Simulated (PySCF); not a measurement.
# CH5B2F: spin-spin couplings and electronic excitations at several levels of theory, part 2 of 2

PySCF 2.14.0. Atoms count from 0.

## Step 7: Ultraviolet spectrum: PBE/def2-SVPD

Job settings and geometry (Å):

```
{"job": {"kind": "uv", "xc": "PBE", "basis": "def2-SVPD", "ip": true}, "charge": 0, "multiplicity": 1}
B     -1.261823     0.134794    -0.290562
C      0.038843    -0.643556     0.046637
B      1.190175     0.398389     0.214126
F      2.151584     0.469247    -0.694412
H     -1.774445     0.058839    -1.383305
H     -1.765143     0.863052     0.534858
H     -0.086493    -1.042265     1.072606
H      0.305495    -1.429005    -0.673671
H      1.260339     1.173696     1.141764
```

With the program's defaults for keys left out, this is: TDDFT PBE/def2-SVPD, vertical, gas phase, core orbitals frozen in the response.

Output:

```text
coarse grid: 7448 points
cycle   1  E = -190.2038254356  dE =  6.459e-02  |g| = 5.390e-01  |ddm| = 3.630e+00
cycle   2  E = -190.0860364987  dE =  1.178e-01  |g| = 9.483e-01  |ddm| = 1.370e+00
cycle   3  E = -190.2676049140  dE = -1.816e-01  |g| = 1.318e-01  |ddm| = 8.186e-01
cycle   4  E = -190.2708679098  dE = -3.263e-03  |g| = 4.423e-02  |ddm| = 1.455e-01
cycle   5  E = -190.2713154818  dE = -4.476e-04  |g| = 5.833e-03  |ddm| = 5.200e-02
cycle   6  E = -190.2713259697  dE = -1.049e-05  |g| = 2.523e-03  |ddm| = 1.307e-02
cycle   7  E = -190.2713279471  dE = -1.977e-06  |g| = 4.421e-04  |ddm| = 3.863e-03
final grid: 72088 points
cycle   8  E = -190.3064439096  dE = -3.694e-05  |g| = 8.522e-03  |ddm| = 5.803e-02
cycle   9  E = -190.3064150787  dE =  2.883e-05  |g| = 1.343e-02  |ddm| = 2.253e-02
cycle  10  E = -190.3064639774  dE = -4.890e-05  |g| = 1.001e-03  |ddm| = 1.324e-02
cycle  11  E = -190.3064641749  dE = -1.975e-07  |g| = 3.053e-04  |ddm| = 1.198e-03
cycle  12  E = -190.3064641905  dE = -1.562e-08  |g| = 6.253e-05  |ddm| = 3.342e-04
cycle  13  E = -190.3064641915  dE = -9.954e-10  |g| = 1.571e-05  |ddm| = 9.865e-05
converged SCF energy = -190.3064641915

Static polarisability (au): isotropic 44.198, principal 38.456 43.091 51.048

Singlet excitations
state   eV       nm        f      main configurations
  1   4.9794    249.0   0.01783   H->L 0.97
  2   5.2744    235.1   0.00305   H-1->L 0.98
  3   5.9774    207.4   0.00191   H-2->L 0.98
  4   6.4952    190.9   0.00027   H->L+1 0.99
  5   6.8673    180.5   0.00806   H-1->L+1 0.98
  6   7.4616    166.2   0.01309   H-3->L 0.81, H-2->L+1 0.14
  7   7.7267    160.5   0.04462   H->L+2 0.50, H-2->L+1 0.39
  8   7.8213    158.5   0.06107   H->L+2 0.48, H-2->L+1 0.33, H-4->L 0.09
  9   8.1212    152.7   0.00792   H-1->L+2 0.97
 10   8.2382    150.5   0.05947   H-4->L 0.75

Triplet excitations (Tamm-Dancoff, eV): 4.4176 4.7178 5.4425 6.1027
Vertical ionisation energy (delta-SCF) = 10.7667 eV
Vertical electron affinity (delta-SCF) = 0.1195 eV
```

Wall time 44 s (1 thread of Arm Neoverse V2, shared host); peak memory 0.49 GiB.

This run: HOMO -7.58 eV, LUMO -2.85 eV; lowest singlet 4.98 eV.

## Step 8: Excited states and response: B3LYP/def2-SVPD

The job, as its differences from that of step 7:

```diff
@@ -1,2 +1,2 @@
-{"job": {"kind": "uv", "xc": "PBE", "basis": "def2-SVPD", "ip": true}, "charge": 0, "multiplicity": 1}
+{"job": {"kind": "uv", "xc": "B3LYP", "basis": "def2-SVPD", "ip": true}, "charge": 0, "multiplicity": 1}
 B     -1.261823     0.134794    -0.290562
```

Level: TDDFT B3LYP/def2-SVPD, vertical, gas phase, core orbitals frozen in the response.

Output:

```text
coarse grid: 7448 points
cycle   1  E = -190.4849100117  dE =  9.796e-02  |g| = 5.105e-01  |ddm| = 3.589e+00
cycle   2  E = -190.4356849559  dE =  4.923e-02  |g| = 7.538e-01  |ddm| = 1.140e+00
cycle   3  E = -190.5374871325  dE = -1.018e-01  |g| = 8.490e-02  |ddm| = 6.105e-01
cycle   4  E = -190.5387867969  dE = -1.300e-03  |g| = 2.790e-02  |ddm| = 9.534e-02
cycle   5  E = -190.5389729641  dE = -1.862e-04  |g| = 2.848e-03  |ddm| = 3.062e-02
cycle   6  E = -190.5389754092  dE = -2.445e-06  |g| = 9.162e-04  |ddm| = 5.878e-03
final grid: 72088 points
cycle   7  E = -190.5676383149  dE = -2.996e-05  |g| = 4.245e-03  |ddm| = 4.602e-02
cycle   8  E = -190.5676359864  dE =  2.328e-06  |g| = 5.261e-03  |ddm| = 9.550e-03
cycle   9  E = -190.5676430071  dE = -7.021e-06  |g| = 1.088e-04  |ddm| = 5.125e-03
cycle  10  E = -190.5676430088  dE = -1.703e-09  |g| = 8.325e-05  |ddm| = 2.504e-04
cycle  11  E = -190.5676430103  dE = -1.450e-09  |g| = 2.482e-05  |ddm| = 1.020e-04
cycle  12  E = -190.5676430104  dE = -1.049e-10  |g| = 7.074e-06  |ddm| = 2.672e-05
converged SCF energy = -190.5676430104

Static polarisability (au): isotropic 42.313, principal 37.185 41.885 47.870

Singlet excitations
state   eV       nm        f      main configurations
  1   5.4988    225.5   0.01056   H->L 0.87, H-1->L 0.10
  2   5.7761    214.7   0.00632   H-1->L 0.86, H->L 0.09
  3   6.3992    193.7   0.00048   H-2->L 0.91
  4   7.1402    173.6   0.00225   H->L+1 0.88
  5   7.6794    161.5   0.00564   H-1->L+1 0.90
  6   8.1795    151.6   0.02243   H-3->L 0.81, H-2->L+1 0.12
  7   8.3265    148.9   0.02626   H->L+2 0.78, H-2->L+1 0.17
  8   8.5636    144.8   0.16308   H-2->L+1 0.61, H->L+2 0.20
  9   8.7622    141.5   0.02498   H-1->L+2 0.87, H->L+3 0.08
 10   9.0271    137.3   0.02823   H->L+3 0.43, H-4->L 0.40

Triplet excitations (Tamm-Dancoff, eV): 4.9134 5.1868 5.8928 6.7676
Vertical ionisation energy (delta-SCF) = 11.2554 eV
Vertical electron affinity (delta-SCF) = -0.0228 eV
```

It took 57 s on 1 thread of Arm Neoverse V2, shared host; peak memory 0.56 GiB.

This run: HOMO -8.81 eV, LUMO -2.07 eV; lowest singlet 5.50 eV.

## Step 9: Ultraviolet spectrum: PBE0/def2-SVPD

The job, as its differences from that of step 8:

```diff
@@ -1,2 +1,2 @@
-{"job": {"kind": "uv", "xc": "B3LYP", "basis": "def2-SVPD", "ip": true}, "charge": 0, "multiplicity": 1}
+{"job": {"kind": "uv", "xc": "PBE0", "basis": "def2-SVPD", "ip": true}, "charge": 0, "multiplicity": 1}
 B     -1.261823     0.134794    -0.290562
```

Level: TDDFT PBE0/def2-SVPD, vertical, gas phase, core orbitals frozen in the response.

Output:

```text
coarse grid: 7448 points
cycle   1  E = -190.2619782990  dE =  1.082e-01  |g| = 4.613e-01  |ddm| = 3.345e+00
cycle   2  E = -190.2346552828  dE =  2.732e-02  |g| = 6.309e-01  |ddm| = 9.795e-01
cycle   3  E = -190.3050501296  dE = -7.039e-02  |g| = 6.633e-02  |ddm| = 5.036e-01
cycle   4  E = -190.3058221104  dE = -7.720e-04  |g| = 2.363e-02  |ddm| = 7.505e-02
cycle   5  E = -190.3059562440  dE = -1.341e-04  |g| = 2.469e-03  |ddm| = 2.570e-02
cycle   6  E = -190.3059580558  dE = -1.812e-06  |g| = 6.797e-04  |ddm| = 4.744e-03
final grid: 72088 points
cycle   7  E = -190.3319457682  dE = -2.596e-05  |g| = 4.958e-03  |ddm| = 3.865e-02
cycle   8  E = -190.3319442038  dE =  1.564e-06  |g| = 5.603e-03  |ddm| = 1.077e-02
cycle   9  E = -190.3319524116  dE = -8.208e-06  |g| = 2.157e-04  |ddm| = 5.416e-03
cycle  10  E = -190.3319524220  dE = -1.038e-08  |g| = 1.050e-04  |ddm| = 4.436e-04
cycle  11  E = -190.3319524237  dE = -1.741e-09  |g| = 4.198e-05  |ddm| = 1.112e-04
cycle  12  E = -190.3319524241  dE = -3.173e-10  |g| = 6.595e-06  |ddm| = 4.429e-05
converged SCF energy = -190.3319524241

Static polarisability (au): isotropic 41.883, principal 36.839 41.312 47.498

Singlet excitations
state   eV       nm        f      main configurations
  1   5.5366    223.9   0.00854   H->L 0.83, H-1->L 0.14
  2   5.8371    212.4   0.00779   H-1->L 0.81, H->L 0.12
  3   6.4615    191.9   0.00056   H-2->L 0.89
  4   7.2798    170.3   0.00318   H->L+1 0.83
  5   7.8311    158.3   0.00572   H-1->L+1 0.86
  6   8.3323    148.8   0.02578   H-3->L 0.82, H-2->L+1 0.10
  7   8.5295    145.4   0.04685   H->L+2 0.68, H-2->L+1 0.26
  8   8.7544    141.6   0.16406   H-2->L+1 0.55, H->L+2 0.29
  9   8.9735    138.2   0.02665   H-1->L+2 0.82, H->L+3 0.12
 10   9.2383    134.2   0.03581   H-4->L 0.77, H->L+3 0.10

Triplet excitations (Tamm-Dancoff, eV): 4.8582 5.1476 5.8593 6.8369
Vertical ionisation energy (delta-SCF) = 11.2551 eV
Vertical electron affinity (delta-SCF) = -0.0039 eV
```

It took 55 s on 1 thread of Arm Neoverse V2, shared host; peak memory 0.56 GiB.

In short: HOMO -9.01 eV, LUMO -1.84 eV; lowest singlet 5.54 eV.

## Step 10: TDDFT and polarisability: BHandHLYP/def2-SVPD

The job, as its differences from that of step 9:

```diff
@@ -1,2 +1,2 @@
-{"job": {"kind": "uv", "xc": "PBE0", "basis": "def2-SVPD", "ip": true}, "charge": 0, "multiplicity": 1}
+{"job": {"kind": "uv", "xc": "BHandHLYP", "basis": "def2-SVPD", "ip": true}, "charge": 0, "multiplicity": 1}
 B     -1.261823     0.134794    -0.290562
```

Level: TDDFT BHandHLYP/def2-SVPD, vertical, gas phase, core orbitals frozen in the response.

Output:

```text
coarse grid: 7448 points
cycle   1  E = -190.4028816989  dE =  1.674e-01  |g| = 4.596e-01  |ddm| = 3.295e+00
cycle   2  E = -190.4109334355  dE = -8.052e-03  |g| = 4.749e-01  |ddm| = 8.596e-01
cycle   3  E = -190.4477658627  dE = -3.683e-02  |g| = 4.733e-02  |ddm| = 3.776e-01
cycle   4  E = -190.4481403908  dE = -3.745e-04  |g| = 2.106e-02  |ddm| = 7.609e-02
cycle   5  E = -190.4482506211  dE = -1.102e-04  |g| = 2.779e-03  |ddm| = 2.585e-02
cycle   6  E = -190.4482529450  dE = -2.324e-06  |g| = 4.229e-04  |ddm| = 3.880e-03
final grid: 72088 points
cycle   7  E = -190.4672862984  dE = -1.389e-05  |g| = 2.152e-03  |ddm| = 2.971e-02
cycle   8  E = -190.4672867194  dE = -4.210e-07  |g| = 1.744e-03  |ddm| = 4.580e-03
cycle   9  E = -190.4672874633  dE = -7.438e-07  |g| = 8.688e-05  |ddm| = 1.768e-03
cycle  10  E = -190.4672874655  dE = -2.283e-09  |g| = 3.462e-05  |ddm| = 1.971e-04
cycle  11  E = -190.4672874657  dE = -1.952e-10  |g| = 1.098e-05  |ddm| = 3.542e-05
converged SCF energy = -190.4672874657

Static polarisability (au): isotropic 40.161, principal 35.615 40.202 44.664

Singlet excitations
state   eV       nm        f      main configurations
  1   5.9747    207.5   0.00462   H->L 0.73, H-1->L 0.17
  2   6.2524    198.3   0.00557   H-1->L 0.71, H->L 0.13
  3   6.8781    180.3   0.00111   H-2->L 0.70, H->L+1 0.17
  4   8.1126    152.8   0.00910   H->L+1 0.54, H-2->L 0.18
  5   8.7475    141.7   0.00706   H-1->L+1 0.55, H-3->L 0.19, H->L+1 0.09
  6   9.0915    136.4   0.03812   H->L+2 0.67, H-3->L 0.14
  7   9.1598    135.4   0.02295   H-3->L 0.52, H-1->L+1 0.18, H-2->L+1 0.13
  8   9.5161    130.3   0.23426   H-2->L+1 0.50, H->L+2 0.14
  9   9.5640    129.6   0.05959   H-1->L+2 0.60, H->L+3 0.18, H-2->L+1 0.11
 10   9.8617    125.7   0.03309   H->L+3 0.38, H->L+4 0.22, H-2->L+2 0.09

Triplet excitations (Tamm-Dancoff, eV): 5.2927 5.5893 6.2942 7.6152
Vertical ionisation energy (delta-SCF) = 11.6047 eV
```

Run time: 37 s. Hardware: 1 thread of Arm Neoverse V2, shared host; peak memory 0.56 GiB.

In short: HOMO -10.39 eV, LUMO -0.80 eV; lowest singlet 5.97 eV.

## Step 11: Ultraviolet spectrum: CAM-B3LYP/def2-SVPD

The job, as its differences from that of step 10:

```diff
@@ -1,2 +1,2 @@
-{"job": {"kind": "uv", "xc": "BHandHLYP", "basis": "def2-SVPD", "ip": true}, "charge": 0, "multiplicity": 1}
+{"job": {"kind": "uv", "xc": "CAM-B3LYP", "basis": "def2-SVPD", "ip": true}, "charge": 0, "multiplicity": 1}
 B     -1.261823     0.134794    -0.290562
```

Method: TDDFT CAM-B3LYP/def2-SVPD, vertical, gas phase, core orbitals frozen in the response.

Output:

```text
coarse grid: 7448 points
cycle   1  E = -190.3917711116  dE =  1.857e-01  |g| = 4.809e-01  |ddm| = 3.444e+00
cycle   2  E = -190.3862201363  dE =  5.551e-03  |g| = 5.798e-01  |ddm| = 9.224e-01
cycle   3  E = -190.4398404155  dE = -5.362e-02  |g| = 5.526e-02  |ddm| = 4.271e-01
cycle   4  E = -190.4403683389  dE = -5.279e-04  |g| = 2.434e-02  |ddm| = 8.749e-02
cycle   5  E = -190.4405144973  dE = -1.462e-04  |g| = 3.251e-03  |ddm| = 3.102e-02
cycle   6  E = -190.4405176253  dE = -3.128e-06  |g| = 5.357e-04  |ddm| = 5.500e-03
final grid: 72088 points
cycle   7  E = -190.4697795819  dE = -2.467e-05  |g| = 2.824e-03  |ddm| = 3.556e-02
cycle   8  E = -190.4697800249  dE = -4.430e-07  |g| = 2.571e-03  |ddm| = 5.881e-03
cycle   9  E = -190.4697815295  dE = -1.505e-06  |g| = 1.682e-04  |ddm| = 2.533e-03
cycle  10  E = -190.4697815310  dE = -1.514e-09  |g| = 1.589e-04  |ddm| = 2.957e-04
cycle  11  E = -190.4697815351  dE = -4.167e-09  |g| = 8.628e-06  |ddm| = 1.178e-04
cycle  12  E = -190.4697815352  dE = -3.132e-11  |g| = 2.462e-06  |ddm| = 2.017e-05
converged SCF energy = -190.4697815352

Static polarisability (au): isotropic 41.644, principal 36.832 41.439 46.660

Singlet excitations
state   eV       nm        f      main configurations
  1   5.6666    218.8   0.00510   H->L 0.72, H-1->L 0.21
  2   5.9542    208.2   0.00647   H-1->L 0.69, H->L 0.17
  3   6.5517    189.2   0.00073   H-2->L 0.75, H->L+1 0.15
  4   7.6573    161.9   0.00885   H->L+1 0.59, H-2->L 0.15
  5   8.2627    150.1   0.00460   H-1->L+1 0.59, H-3->L 0.19
  6   8.6755    142.9   0.04100   H-3->L 0.68, H-1->L+1 0.14
  7   8.7160    142.2   0.02337   H->L+2 0.60, H-2->L+1 0.25
  8   9.1155    136.0   0.23919   H-2->L+1 0.56, H->L+2 0.19
  9   9.1749    135.1   0.02229   H-1->L+2 0.65, H->L+3 0.22
 10   9.4878    130.7   0.03338   H->L+3 0.32, H->L+4 0.22, H-1->L+2 0.11

Triplet excitations (Tamm-Dancoff, eV): 5.0321 5.3242 6.0073 7.1855
Vertical ionisation energy (delta-SCF) = 11.5232 eV
Vertical electron affinity (delta-SCF) = -0.1109 eV
```

It took 57 s on 1 thread of Arm Neoverse V2, shared host; peak memory 0.59 GiB.

This run: HOMO -10.46 eV, LUMO -0.73 eV; lowest singlet 5.67 eV.

## Step 12: Comparing the runs: spin-spin couplings

Couplings (Hz), each a mean over the pairs like the one named, with basis size and wall time:

```
            run   B2–F3  B2–H8  B0–H4  C1–H6  F3–H8  C1–B2  B0–C1  functions   time
B3LYP/def2-TZVP  -190.1  160.3  133.4  122.2   64.2   45.1   41.8        154   16 s
  B3LYP/cc-pVTZ  -202.5  162.0  136.0  114.7   57.2   39.3   36.6        190   20 s
   B3LYP/6-31G*   -93.1  173.7  146.8  139.9   51.5   51.3   48.7         66  5.3 s
```

## Step 13: Comparing the runs: electronic excitations

Excitations and ground-state properties, with basis size and wall time:

```
                run  lowest singlet (eV)  brightest (eV)      f  gap (eV)  α (Å³)  μ (D)  functions   time
       HF/def2-SVPD                 6.60           10.78  0.356     14.16    5.63   1.37        123  7.7 s
      LDA/def2-SVPD                 4.78            7.62  0.096      4.52    6.68   1.22        123   30 s
      PBE/def2-SVPD                 4.98            7.82  0.061      4.73    6.55   1.17        123   44 s
    B3LYP/def2-SVPD                 5.50            8.56  0.163      6.74    6.27   1.22        123   57 s
     PBE0/def2-SVPD                 5.54            8.75  0.164      7.16    6.21   1.24        123   55 s
BHandHLYP/def2-SVPD                 5.97            9.52  0.234      9.60    5.95   1.30        123   37 s
CAM-B3LYP/def2-SVPD                 5.67            9.12  0.239      9.74    6.17   1.25        123   57 s
```

## Step 14: What came out

This closing draws on all 2 parts.

| quantity | value |
| --- | --- |
| largest coupling of the table (B3LYP/def2-TZVP) | ¹J(B,F) B2–F3, -190.1 Hz |
| lowest singlet (HF/def2-SVPD) | 6.60 eV (188 nm), f = 0.002 |
| brightest single state of those computed | state 8, 10.78 eV, f = 0.356 |
| lowest triplet | 5.64 eV |
| vertical ionisation energy (ΔSCF) | 11.18 eV |
| range of J(B2,F3), mean over like pairs | -202.5 to -93.1 Hz |
| range of the lowest singlet | 4.78 to 6.60 eV |

**Reading.** Single values in the summary come from the first run of each kind that ended normally (B3LYP/def2-TZVP; HF/def2-SVPD), which need not be the best level. Of the pairs tabulated at B3LYP/def2-TZVP, B2–F3 couples most strongly (-190.1 Hz; Fermi contact -125.0 Hz). Couplings across rotatable bonds belong to this one conformer; where others are populated, the observed values are averages. The first singlet state (HOMO→LUMO 0.54, HOMO−1→LUMO 0.16) lies at 6.60 eV and is weak; of the 10 states computed, the strongest absorption comes from state 8 at 10.78 eV. The lowest triplet lies 0.95 eV below the lowest singlet (triplets in Tamm-Dancoff, singlets in full TDDFT). At HF/def2-SVPD, the highest states lie near or above the ionisation energy, where they hang on the basis. ΔSCF puts the ionisation energy at 11.18 eV, 1.33 eV below −ε(HOMO). The coupling B2–F3, as a mean over pairs of its kind, runs from -202.5 Hz (B3LYP/cc-pVTZ) to -93.1 Hz (B3LYP/6-31G*). The lowest singlet runs from 4.78 eV (LDA/def2-SVPD) to 6.60 eV (HF/def2-SVPD), while the orbital gap spans 4.52 to 14.16 eV: the excitation energy moves far less from run to run than the orbital gap does. The lowest state need not be the same one in every run. The runs solved for a few states only, so the brightest column depends on that window. Couplings from bases without tight functions are rough.
